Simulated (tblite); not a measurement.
# C5H5ClS: the cost of one run

Computed with tblite 0.8.0 and PySCF 2.14.0, with density-fitted response routines of our own, on a single molecule in the gas phase. Atoms count from 0, in the outputs and in this text.

## Step 1: Starting geometry

12 atoms, charge 1, multiplicity 2; geometry from: force field or distance geometry start.

Bonds of the start (Å): S0–C1 1.64, C1–C2 1.46, C2–C3 1.50, C3–C4 1.55, C4–Cl5 1.77, C4–C6 1.54, C6–C1 1.49, C2–H7 1.09, C3–H8 1.09, C4–H9 1.09, C6–H10 1.09, C6–H11 1.10.

## Step 2: Relaxing the molecule with GFN2-xTB

The job: settings as JSON, then the geometry in Å.

```
{"job": {"kind": "relax", "xc": "GFN2-xTB", "basis": "xTB"}, "charge": 1, "multiplicity": 2}
S      2.187500     1.586200     0.885900
C      0.957800     0.768200     0.164000
C     -0.338900     1.287200    -0.246200
C     -1.154000     0.135700    -0.756700
C     -0.551400    -0.971000     0.147200
Cl    -0.914100    -0.643600     1.847300
C      0.920900    -0.681000    -0.200700
H     -0.685300     2.321600    -0.213600
H     -2.224000     0.233600    -0.591900
H     -0.873800    -1.967800    -0.145400
H      1.616600    -1.298000     0.374200
H      1.059900    -0.771800    -1.290100
```

Started as:

```console
$ OMP_NUM_THREADS=1 python probes_run.py task.json out
```

One launch serves the whole session: the jobs run in the order shown.

Q: Estimate the wall time of this first job on 1 thread of Intel Xeon at 2.50GHz, shared host.

About 1.1 s.
